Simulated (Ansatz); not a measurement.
# HfSi3: the cost of one run

Program: Ansatz 0.2.0. Level of theory: DFT PBE, scalar-relativistic, plane waves, PAW. These are calculated values, not measurements.

2 further runs of the same task are left out: 2 that didn't finish.

**1. Starting point**

It takes space group Pm-3m (No. 221, cubic). Conventional cell: a = 3.974 Å, b = 3.974 Å, c = 3.974 Å, α = 90.00°, β = 90.00°, γ = 90.00°. Around Hf (site symmetry m-3m) lie 12 Si at 2.81 Å. Si (site symmetry 4/mmm) has 4 Hf at 2.81 Å and 8 Si at 2.81 Å as nearest neighbours.

Coordinates:

```
Hf Si
1.0
     3.97351    0.00000    0.00000
     0.00000    3.97351    0.00000
     0.00000    0.00000    3.97351
Hf Si
1 3
Direct
  0.00000 0.00000 0.00000
  0.00000 0.50000 0.50000
  0.50000 0.50000 0.00000
  0.50000 0.00000 0.50000
```

This cell comes from an earlier session at PBE: 15.684 Å³/atom at 0.00 GPa, on a 8×8×8 mesh.

The changes: atom 1 (Hf) moved 0.08 Å along y; atom 3 (Si) moved 0.12 Å along z; strain e2 = +0.02, atoms carried along; all atoms moved at random (σ = 0.06 Å), cell strained at random (1 %); all atoms moved at random (σ = 0.03 Å), cell strained at random (1 %).

**2. Atom 1 (Hf) moved 0.08 Å along y**

File input.yaml:

```yaml
crystal:
  lattice:
    - [3.9735079819, 0.0, 0.0]
    - [0.0, 3.9735079819, 0.0]
    - [0.0, 0.0, 3.9735079819]
  atoms:
    - { symbol: Hf, position: [0.0, 0.0201333432, 0.0] }
    - { symbol: Si, position: [0.0, 0.5, 0.5] }
    - { symbol: Si, position: [0.5, 0.5, 0.0] }
    - { symbol: Si, position: [0.5, 0.0, 0.5] }
basis:
  ecutwfc: 420
  ecutrho_ratio: 4
kpoints:
  mp_grid: { grid: [8, 8, 8] }
hamiltonian:
  xc: pbe
scf:
  occupations: { method: gaussian, width: 0.05 }
output:
  forces: true
  stress: true
  eigenvalues: true
  write_density: true
  write_potential: true
  elf: true
  volumetric_format: npy
```

Command:

```sh
ansatz run input.yaml --threads 2 --pin off --max-ram 2662MiB --backend cpu --events-out ev --progress --plain --runs-dir out
```

Q: Estimate wall time and peak memory on 2 threads of Arm Neoverse V1, shared host.

About 9.1 s, with a peak of 0.41 GiB.
